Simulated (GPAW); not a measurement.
InSb3:

```xyz
4
Lattice="0.0000 3.7946 3.7946 3.7946 0.0000 3.7946 3.7946 3.7946 0.0000" Properties=species:S:1:pos:R:3 pbc="T T T"
Sb    3.7946    3.7946    3.7946
Sb    5.6918    5.6918    5.6918
Sb    1.8973    1.8973    1.8973
In    0.0000    0.0000    0.0000
```

The cell comes from a database or a generator and needn't be the stable form of this composition.

Base run:

* Program: GPAW 26.7.0
* Functional: LDA
* Potentials or basis: the program's PAW data sets (release 1.2.1) made for this functional
* Cutoff: 450 eV
* Basis: pw
* k mesh: 5 × 5 × 5
* Occupations: fermi-dirac, width 0.05 eV
* Spin: no spin polarisation

Its results: band gap on the k mesh none (metal or under the smearing width); pressure -6.3 GPa.

Problem. The run is repeated on the same cell with these changes: functional from LDA to PBE; potentials or basis from the program's PAW data sets (release 1.2.1) made for this functional to GPAW PAW data sets (gpaw-data 1.2.1). What comes out?

Solution. Band gap on the k mesh none (metal or under the smearing width); pressure -2.2 GPa.

Caveats: the cutoff is short for stress and forces, so pressures can be off by a GPa or more.
